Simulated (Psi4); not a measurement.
# BCl2F (SMILES FB(Cl)Cl) at MP2/6-311+G(d,p) (density fitting, density fitting for correlation, sweep point 7)

Aim: the vertical ionisation energy of BCl2F at MP2/6-311+G** (density fitting, density fitting for correlation, sweep point 7), from 2 runs. 

The results are computed with Psi4 1.11.

## Step 1: The system as given

BCl2F: 4 atoms, total charge 0, spin state singlet. SMILES: `FB(Cl)Cl`. Geometry: relaxed at GFN2-xTB.

Bond lengths: B1–Cl2 1.712 Å, B1–Cl3 1.712 Å, B1–F4 1.323 Å. Angles: Cl2–B1–Cl3 123.6°, Cl2–B1–F4 118.2°, Cl3–B1–F4 118.2°.

## Step 2: The energy at MP2/6-311+G(d,p) (density fitting, density fitting for correlation, sweep point 7)

run.py reads:

```python
import psi4

psi4.set_memory(1600000000)
psi4.set_num_threads(1)
psi4.core.set_output_file('psi4.out', False)

geom = psi4.geometry("""
0 1
B     -0.037880    -0.063210    -0.000480
Cl     1.671570    -0.146640     0.013750
Cl    -0.914230     1.407130    -0.016990
F     -0.719460    -1.197280     0.003720
symmetry c1
""")

psi4.set_options({
    'basis': '6-311+G**',
    'puream': True,
    'scf_type': 'df',
    'num_frozen_docc': 12,
})

e_tot = psi4.energy("mp2", molecule=geom)
print(f'mp2 energy: {e_tot:.10f} Eh')
for k, v in sorted(psi4.core.scalar_variables().items()):
    print(f'{k:45s} {v:18.10f}')
```

Started as:

```console
$ python run.py
```

psi4.out (excerpt; [...] marks lines left out):

```text
[...]
  Running in c1 symmetry.
[...]
  Nuclear repulsion =  183.247378343285163
[...]
  Multiplicity = 1
[...]
  Nalpha       = 24
  Nbeta        = 24
[...]
    Number of basis functions: 104
[...]
   @DF-RHF iter   1: -1043.27009178010894   -3.93079e-01   3.45588e-03 DIIS/ADIIS
[...]
   @DF-RHF iter  11: -1043.31868477066610   -5.22959e-12   4.87360e-09 DIIS
[...]
    Orbital Energies [Eh]
    ---------------------
    Doubly Occupied:
       1A   -104.862354     2A   -104.862319     3A    -26.338143
       4A    -10.591801     5A    -10.591755     6A     -8.059944
       7A     -8.059902     8A     -8.057514     9A     -8.057474
      10A     -8.057159    11A     -8.057119    12A     -7.782479
      13A     -1.654663    14A     -1.171417    15A     -1.132860
      16A     -0.815069    17A     -0.734046    18A     -0.713848
      19A     -0.671093    20A     -0.573056    21A     -0.531722
      22A     -0.517229    23A     -0.490208    24A     -0.476444
[...]
  @DF-RHF Final Energy: -1043.31868477066610
   => Energetics <=
    Nuclear Repulsion Energy =            183.2473783432851633
    One-Electron Energy =               -1807.4128907953238468
    Two-Electron Energy =                 580.8468276813724742
    Total Energy =                      -1043.3186847706660956
[...]
 Multipole Moments:
 ------------------------------------------------------------------------------------
     Multipole            Electronic (a.u.)      Nuclear  (a.u.)        Total (a.u.)
 ------------------------------------------------------------------------------------
 L = 1.  Multiply by 2.5417464519 to convert [e a0] to [Debye]
 Dipole X            :         -0.3784331            0.4839588            0.1055257
 Dipole Y            :         -0.6310062            0.8055345            0.1745283
 Dipole Z            :          0.0003289           -0.0018725           -0.0015436
 Magnitude           :                                                    0.2039563
[...]
```

Standard output:

```text
mp2 energy: -1043.8864668348 Eh
CURRENT CORRELATION ENERGY                         -0.5677820641
CURRENT ENERGY                                  -1043.8864668348
CURRENT REFERENCE ENERGY                        -1043.3186847707
CUSTOM SCS-MP2 CORRELATION ENERGY                  -0.5460838631
CUSTOM SCS-MP2 TOTAL ENERGY                     -1043.8647686338
DD SOLVATION ENERGY                                 0.0000000000
HF KINETIC ENERGY                                1043.4444916063
HF POTENTIAL ENERGY                             -2086.7631763770
HF TOTAL ENERGY                                 -1043.3186847707
HF VIRIAL RATIO                                     1.9998794312
MP2 CORRELATION ENERGY                             -0.5677820641
MP2 DOUBLES ENERGY                                 -0.5677820641
MP2 OPPOSITE-SPIN CORRELATION ENERGY               -0.4117190482
MP2 SAME-SPIN CORRELATION ENERGY                   -0.1560630159
MP2 SINGLES ENERGY                                 -0.0000000000
MP2 TOTAL ENERGY                                -1043.8864668348
NUCLEAR REPULSION ENERGY                          183.2473783433
ONE-ELECTRON ENERGY                             -1807.4128907953
PCM POLARIZATION ENERGY                             0.0000000000
PE ENERGY                                           0.0000000000
SCF ITERATION ENERGY                            -1043.3186847707
SCF ITERATIONS                                     11.0000000000
SCF TOTAL ENERGY                                -1043.3186847707
SCS-MP2 CORRELATION ENERGY                         -0.5460838631
SCS-MP2 TOTAL ENERGY                            -1043.8647686338
TWO-ELECTRON ENERGY                               580.8468276814
```

Wall time 1.9 s (1 thread of AMD EPYC 9R45 (Zen 5), shared host); peak memory 0.24 GiB.

## Step 3: The doublet cation

calc.py reads:

```python
import psi4

psi4.set_memory(1600000000)
psi4.set_num_threads(1)
psi4.core.set_output_file('psi4.out', False)

geom = psi4.geometry("""
1 2
B     -0.037880    -0.063210    -0.000480
Cl     1.671570    -0.146640     0.013750
Cl    -0.914230     1.407130    -0.016990
F     -0.719460    -1.197280     0.003720
symmetry c1
""")

psi4.set_options({
    'basis': '6-311+G**',
    'reference': 'uhf',
    'puream': True,
    'scf_type': 'df',
    'num_frozen_docc': 12,
    'maxiter': 150,
})

result = psi4.energy('mp2')
print('E =', round(result, 9))
```

Started as:

```console
$ python calc.py
```

psi4.out (excerpt; [...] marks lines left out):

```text
[...]
  Running in c1 symmetry.
[...]
  Nuclear repulsion =  183.247378343285163
[...]
  Multiplicity = 2
[...]
  Nalpha       = 24
  Nbeta        = 23
[...]
    Number of basis functions: 104
[...]
   @DF-UHF iter   1: -1042.80406467653529    7.29482e-02   3.66729e-03 ADIIS/DIIS
[...]
   @DF-UHF iter  22: -1042.87874769133305   -9.25411e-11   6.91339e-09 DIIS
[...]
   @S^2 Observed:                7.833084473E-01
[...]
    Orbital Energies [Eh]
    ---------------------
    Alpha Occupied:
       1A   -105.181669     2A   -105.181482     3A    -26.553693
       4A    -10.906849     5A    -10.906658     6A     -8.385059
       7A     -8.384857     8A     -8.371034     9A     -8.370846
      10A     -8.369017    11A     -8.368831    12A     -8.033022
      13A     -1.865985    14A     -1.475237    15A     -1.440728
      16A     -1.034714    17A     -0.962065    18A     -0.951100
      19A     -0.923923    20A     -0.837957    21A     -0.824244
      22A     -0.804854    23A     -0.802352    24A     -0.774427
    Alpha Virtual:
      25A     -0.126870    26A     -0.107163    27A     -0.064834
[...]
  @DF-UHF Final Energy: -1042.87874769133305
   => Energetics <=
    Nuclear Repulsion Energy =            183.2473783432851633
    One-Electron Energy =               -1794.1194075494345270
    Two-Electron Energy =                 567.9932815148164309
    Total Energy =                      -1042.8787476913330465
  UHF NO Occupations:
  HONO-2 :   22  A 1.9988476
  HONO-1 :   23  A 1.9858654
[...]
 Multipole Moments:
 ------------------------------------------------------------------------------------
     Multipole            Electronic (a.u.)      Nuclear  (a.u.)        Total (a.u.)
 ------------------------------------------------------------------------------------
 L = 1.  Multiply by 2.5417464519 to convert [e a0] to [Debye]
 Dipole X            :         -0.0660489            0.4839588            0.4179099
 Dipole Y            :         -0.1134539            0.8055345            0.6920806
 Dipole Z            :         -0.0012193           -0.0018725           -0.0030918
 Magnitude           :                                                    0.8084762
[...]
```

The script printed:

```text
E = -1043.442266346
```

Run time: 2.6 s. Hardware: 1 thread of AMD EPYC 9R45 (Zen 5), shared host; peak memory 0.24 GiB.

## Step 4: Results

At MP2/6-311+G** (density fitting, density fitting for correlation, sweep point 7), 12 core orbitals frozen:

| quantity | value |
| --- | --- |
| singlet BCl2F: total energy | -1043.88647 Eh |
| singlet BCl2F: HOMO energy (Hartree–Fock orbitals) | -12.96 eV |
| singlet BCl2F: LUMO energy (Hartree–Fock orbitals) | 1.27 eV |
| singlet BCl2F: HOMO–LUMO gap (Hartree–Fock orbitals) | 14.23 eV |
| singlet BCl2F: correlation energy (12 core orbitals frozen) | -567.8 mEh |
| doublet cation: total energy | -1043.44227 Eh |
| doublet cation: HOMO energy (Hartree–Fock orbitals) (highest over α and β) | -18.05 eV |
| doublet cation: LUMO energy (Hartree–Fock orbitals) (lowest over α and β) | -10.99 eV |
| doublet cation: correlation energy (12 core orbitals frozen) | -563.5 mEh |
| doublet cation: ⟨S²⟩ of the reference determinant | 0.783 |
| vertical ionisation energy (to the doublet cation) | 12.087 eV |

What this shows: The vertical ionisation energy comes to 12.09 eV (1166 kJ/mol).
